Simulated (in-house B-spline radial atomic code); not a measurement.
**Cu⁵⁺: ionisation energy by several methods**

The task here is to estimate one member of a computed series from the others.

Program: in-house B-spline radial atomic code version 1. Level of theory: non-relativistic, several functionals, spin-polarised; spherical all-electron atom at the radial basis limit. These are calculated values, not measurements, unless marked.

## Starting point

- element: copper (Z = 29)
- charge: +5
- electrons: 24
- configuration: [Ar] 3d6
- nucleus: point

Outer shells as boxes (Hund's rule):

[Ar] 3d6
```
[Ar] core
3d [↑↓][↑ ][↑ ][↑ ][↑ ]
```

Where spins are not typed, each open shell is filled with up spins first.

Set-up of the first run:

Input settings:

```ini
Z = 29
electrons = 24.0
configuration = [Ar] 3d6
hamiltonian = nr
method = hf
spin_polarised = True
```

Among the steps run: Hartree-Fock; LDA (PW92); PW91, a GGA; OLYP, a GGA; r2SCAN, a meta-GGA; RPBE, a GGA; TPSS, a meta-GGA; revTPSS, a meta-GGA; LDA (VWN5).

One table of the session follows, with a row left open; its other results are not shown here.

```
      method  ΔSCF (eV)
  LDA (PW92)     105.47
  LDA (VWN5)     105.48
        PW91     105.19
        OLYP     105.03
        RPBE     104.84
      r2SCAN     103.73
        TPSS     104.66
     revTPSS     104.33
Hartree-Fock          ?
```

Estimate the missing values for Hartree-Fock.

**Answer.** ΔSCF (eV): 102.35. In the column «ΔSCF (eV)» it is the lowest.

Members of this set that are not shown: 12 used exact exchange with fractional occupations of an open shell, which is unsound here.
